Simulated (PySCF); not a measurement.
**C2H3IO (SMILES O/C=C\I): levels of theory compared**

Wanted: a comparison of 6 runs (HF/3-21G, HF/def2-SVP, HF/def2-TZVP, B3LYP/def2-SVP, PBE/def2-SVPD, MP2/def2-TZVP) of C2H3IO. The job is set up through a Python script.

The results are computed with PySCF 2.14.0.

### 1 The structure to begin with

The species is C2H3IO (7 atoms), meant as a singlet with charge 0. SMILES: `O/C=C\I`. The shape is that of a PBE0-D4/def2-TZVP optimisation. This is one conformer, not always the lowest.

Bond lengths: O1–C2 1.336 Å, C2–C3 1.329 Å, C3–I4 2.075 Å, O1–H5 0.970 Å, C2–H6 1.085 Å, C3–H7 1.078 Å. Angles: O1–C2–C3 127.7°, C2–C3–I4 121.2°, O1–C2–H6 112.3°, C3–C2–H6 120.1°, C2–O1–H5 108.7°, C2–C3–H7 122.8°, I4–C3–H7 116.0°.

### 2 Energy and gradient at HF/3-21G (run 1)

geometry.xyz

```xyz
7
C2H3IO
O     -0.747500     1.316000     0.145600
C      0.336300     0.544700     0.274300
C      0.471000    -0.731100    -0.072100
I     -1.099700    -1.785500    -0.925500
H     -1.457000     0.790100    -0.255100
H      1.170400     1.078300     0.719000
H      1.387900    -1.280500     0.068300
```

input.py

```python
import pyscf.grad
from pyscf import gto

mol = gto.M(
    atom='geometry.xyz',
    max_memory=1860,
    basis='3-21g',
    verbose=4,
)

calc0 = mol.RHF()
calc0.conv_tol = 1e-10
calc0.kernel()
if not calc0.converged:
    calc0 = calc0.newton().run(calc0.mo_coeff, calc0.mo_occ)

e_tot = calc0.e_tot
print('E = %.10f Eh' % e_tot)
grad = calc0.Gradients().kernel()
dip = calc0.dip_moment()
pop, q = calc0.mulliken_pop()
```

Started as:

```console
$ OMP_NUM_THREADS=1 python input.py
```

The log of the run:

```text
PySCF version 2.14.0

[... 65 lines left out ...]
converged SCF energy = -7038.76544112917
[... 14 lines left out ...]
Dipole moment(X, Y, Z, Debye):  0.75397, -0.15400,  0.20677
[... 33 lines left out ...]
pop of  3 I 6s            0.97685
pop of  3 I 2px           1.99927
pop of  3 I 2py           1.99931
pop of  3 I 2pz           1.99935
pop of  3 I 3px           1.99885
pop of  3 I 3py           1.99895
pop of  3 I 3pz           1.99901
pop of  3 I 4px           1.98623
pop of  3 I 4py           1.98837
pop of  3 I 4pz           1.98907
pop of  3 I 5px           0.79300
pop of  3 I 5py           0.89249
pop of  3 I 5pz           0.92180
pop of  3 I 6px           0.57066
pop of  3 I 6py           0.82650
pop of  3 I 6pz           0.88720
pop of  3 I 3dxy          1.99951
pop of  3 I 3dyz          1.99981
pop of  3 I 3dz^2         1.99991
pop of  3 I 3dxz          1.99971
pop of  3 I 3dx2-y2       1.99977
pop of  3 I 4dxy          1.99873
pop of  3 I 4dyz          1.99947
pop of  3 I 4dz^2         1.99965
pop of  3 I 4dxz          1.99914
pop of  3 I 4dx2-y2       1.99900
pop of  4 H 1s            0.41510
pop of  4 H 2s            0.17709
pop of  5 H 1s            0.47420
pop of  5 H 2s            0.25313
pop of  6 H 1s            0.45846
pop of  6 H 2s            0.25992
 ** Mulliken atomic charges  **
charge of    0O =     -0.68766
charge of    1C =      0.24758
charge of    2C =     -0.75832
charge of    3I =      0.23631
charge of    4H =      0.40781
charge of    5H =      0.27267
charge of    6H =      0.28162
```

Run time: 3.9 s. Hardware: 1 thread of Intel Xeon at 2.70GHz, shared host; peak memory 0.13 GiB.

### 3 Energy and forces at HF/def2-SVP (core potential) (run 2)

job.py

```python
import pyscf.grad
from pyscf import gto, scf

mol = gto.M(
    atom='''
O   -0.747500   1.316000   0.145600
C    0.336300   0.544700   0.274300
C    0.471000  -0.731100  -0.072100
I   -1.099700  -1.785500  -0.925500
H   -1.457000   0.790100  -0.255100
H    1.170400   1.078300   0.719000
H    1.387900  -1.280500   0.068300
''',
    charge=0,
    basis='def2-svp',
    max_memory=1860,
    ecp={'I': 'def2-svp'},
    verbose=4,
)

hf = scf.RHF(mol)
hf.conv_tol = 1e-10
hf.kernel()
if not hf.converged:
    hf = hf.newton().run(hf.mo_coeff, hf.mo_occ)

e_tot = hf.e_tot
print('Final energy', e_tot)
grad = hf.Gradients().kernel()
hf.analyze()
```

Started as:

```console
$ OMP_NUM_THREADS=1 python job.py
```

The log of the run:

```text
PySCF version 2.14.0

[... 85 lines left out ...]
Total Energy =                        -448.845225785574144
[... 9 lines left out ...]
MO #3   energy= -11.2742589126822  occ= 2
[... 7 lines left out ...]
MO #11  energy= -2.27788466695725  occ= 2
[... 7 lines left out ...]
MO #19  energy= -0.602806415714547 occ= 2
[... 7 lines left out ...]
MO #27  energy= 0.193501458349664  occ= 0
[... 7 lines left out ...]
MO #35  energy= 0.564189240055564  occ= 0
[... 7 lines left out ...]
MO #43  energy= 0.79629902569436   occ= 0
[... 7 lines left out ...]
MO #51  energy= 1.24267971736043   occ= 0
[... 7 lines left out ...]
MO #59  energy= 1.81705227804332   occ= 0
[... 7 lines left out ...]
MO #67  energy= 2.37130296244882   occ= 0
[... 7 lines left out ...]
MO #75  energy= 3.3700210557007    occ= 0
[... 7 lines left out ...]
MO #83  energy= 56.485128105714    occ= 0
[... 54 lines left out ...]
pop of  3 I 6px           0.26462
pop of  3 I 6py           1.04506
pop of  3 I 6pz           1.43151
pop of  3 I 7px           1.55456
pop of  3 I 7py           0.02073
pop of  3 I 7pz           0.01378
pop of  3 I 4dxy          1.76944
pop of  3 I 4dyz          1.77017
pop of  3 I 4dz^2         1.77311
pop of  3 I 4dxz          1.76984
pop of  3 I 4dx2-y2       1.99834
pop of  3 I 5dxy          0.22013
pop of  3 I 5dyz          0.22169
pop of  3 I 5dz^2         0.20986
pop of  3 I 5dxz          0.20847
pop of  3 I 5dx2-y2       0.00391
pop of  4 H 1s            0.69037
pop of  4 H 2s            0.04984
pop of  4 H 2px           0.00327
pop of  4 H 2py           0.00151
pop of  4 H 2pz           0.00192
pop of  5 H 1s            0.87134
pop of  5 H 2s            0.01336
pop of  5 H 2px           0.00166
pop of  5 H 2py           0.00092
pop of  5 H 2pz           0.00054
pop of  6 H 1s            0.85483
pop of  6 H 2s            0.01636
pop of  6 H 2px           0.00300
pop of  6 H 2py           0.00162
pop of  6 H 2pz           0.00167
 ** Mulliken atomic charges  **
charge of    0O =     -0.49584
charge of    1C =      0.19523
charge of    2C =     -1.03989
charge of    3I =      0.85271
charge of    4H =      0.25309
charge of    5H =      0.11218
charge of    6H =      0.12252
Dipole moment(X, Y, Z, Debye):  0.69114, -0.02269,  0.22588
```

It took 9.3 s on 1 thread of Intel Xeon at 2.70GHz, shared host; peak memory 0.16 GiB.

Runs 3 to 5 aren't shown in full; the table further down has their settings and results.

### 4 Energy and forces at MP2/def2-TZVP (core potential) (run 6)

run.py

```python
from pyscf import gto, scf, mp

mol = gto.Mole()
mol.atom = '''
O     -1.412570     2.486880     0.275144
C      0.635515     1.029334     0.518352
C      0.890061    -1.381579    -0.136249
I     -2.078132    -3.374106    -1.748942
H     -2.753331     1.493073    -0.482069
H      2.211735     2.037692     1.358713
H      2.622751    -2.419794     0.129068
'''
mol.ecp = {'I': 'def2-svp'}
mol.basis = 'def2-tzvp'
mol.unit = 'bohr'
mol.verbose = 3
mol.max_memory = 1860
mol.build()

mf = scf.RHF(mol)
mf.conv_tol = 1e-10
mf.kernel()
if not mf.converged:
    mf = mf.newton().run(mf.mo_coeff, mf.mo_occ)

pt = mp.MP2(mf, frozen=7).run()
e_tot = pt.e_tot
print('Final energy', e_tot)
grad = pt.nuc_grad_method().kernel()
dip = mf.dip_moment()
pop, q = mf.mulliken_pop()
```

Started as:

```console
$ OMP_NUM_THREADS=1 python run.py
```

The log of the run:

```text
converged SCF energy = -449.035866981165
[... 2 lines left out ...]
Final energy -450.08687720616877
[... 10 lines left out ...]
Dipole moment(X, Y, Z, Debye):  0.81360, -0.03902,  0.26210
[... 130 lines left out ...]
pop of  3 I 4f-3          0.00275
pop of  3 I 4f-2          0.00329
pop of  3 I 4f-1          0.00112
pop of  3 I 4f+0          0.00152
pop of  3 I 4f+1          0.00192
pop of  3 I 4f+2          0.00100
pop of  3 I 4f+3          0.00138
pop of  3 I 5f-3          0.00011
pop of  3 I 5f-2          0.00012
pop of  3 I 5f-1          0.00003
pop of  3 I 5f+0          0.00006
pop of  3 I 5f+1          0.00005
pop of  3 I 5f+2          0.00003
pop of  3 I 5f+3          0.00004
pop of  4 H 1s            0.24038
pop of  4 H 2s            0.32827
pop of  4 H 3s            0.03406
pop of  4 H 2px           0.01686
pop of  4 H 2py           0.01355
pop of  4 H 2pz           0.01566
pop of  5 H 1s            0.26648
pop of  5 H 2s            0.48660
pop of  5 H 3s            0.07997
pop of  5 H 2px           0.01115
pop of  5 H 2py           0.00589
pop of  5 H 2pz           0.00582
pop of  6 H 1s            0.26228
pop of  6 H 2s            0.48612
pop of  6 H 3s            0.06724
pop of  6 H 2px           0.01357
pop of  6 H 2py           0.00686
pop of  6 H 2pz           0.00558
 ** Mulliken atomic charges  **
charge of    0O =     -0.47506
charge of    1C =      0.07823
charge of    2C =     -0.21640
charge of    3I =     -0.04041
charge of    4H =      0.35122
charge of    5H =      0.14409
charge of    6H =      0.15833
```

It took 2 min on 1 thread of Intel Xeon at 2.70GHz, shared host; peak memory 2 GiB.

### 5 Overview of the runs

```csv
run,level,core potential,integration grid,energy (Eh),dipole moment (D) of the reference,HOMO energy (eV),LUMO energy (eV),wall time
1,HF/3-21G,–,–,-7038.765441,0.80,-8.97,3.47,3.9 s
2,HF/def2-SVP (core potential),def2-svp,–,-448.845226,0.73,-9.09,3.24,9.3 s
3,HF/def2-TZVP (core potential),def2-svp,–,-449.035867,0.86,-9.12,2.75,56 s
4,B3LYP/def2-SVP (core potential),def2-svp,5,-450.890538,0.39,-6.30,-0.65,31 s
5,PBE/def2-SVPD (core potential),def2-svp,5,-450.622371,0.58,-5.62,-1.69,58 s
6,MP2/def2-TZVP (core potential),def2-svp,–,-450.086877,0.86,-9.12,2.75,2 min
```

### 6 Results

| quantity | value |
| --- | --- |
| run 6: total energy | -450.08688 Eh |
| run 6: dipole moment (Hartree–Fock density) | 0.86 D |
| run 6: HOMO energy (Hartree–Fock orbitals) | -9.12 eV |
| run 6: LUMO energy (Hartree–Fock orbitals) | 2.75 eV |
| run 6: HOMO–LUMO gap (Hartree–Fock orbitals) | 11.87 eV |
| run 6: correlation energy (7 core orbitals frozen) | -1051.0 mEh |
| run 6: largest force on an atom | 0.605 eV/Å |

**Reading.** Over runs 1, 2, 3, 4, 5 the dipole moment (its size) runs from 0.39 D (B3LYP/def2-SVP) to 0.86 D (HF/def2-TZVP). The two ends differ in method and basis. Over runs 1, 2, 3, 4, 5 the HOMO–LUMO gap runs from 3.93 eV (PBE/def2-SVPD) to 12.44 eV (HF/3-21G). The two ends differ in method and basis and core potential. Totals of different functionals can't be ranked against each other. Some runs of one species differ in core potentials or relativity; totals across that change don't compare. In run 1 relativity is left out where basis or elements ask for it. All runs together took 4.7 min, the longest 2 min.
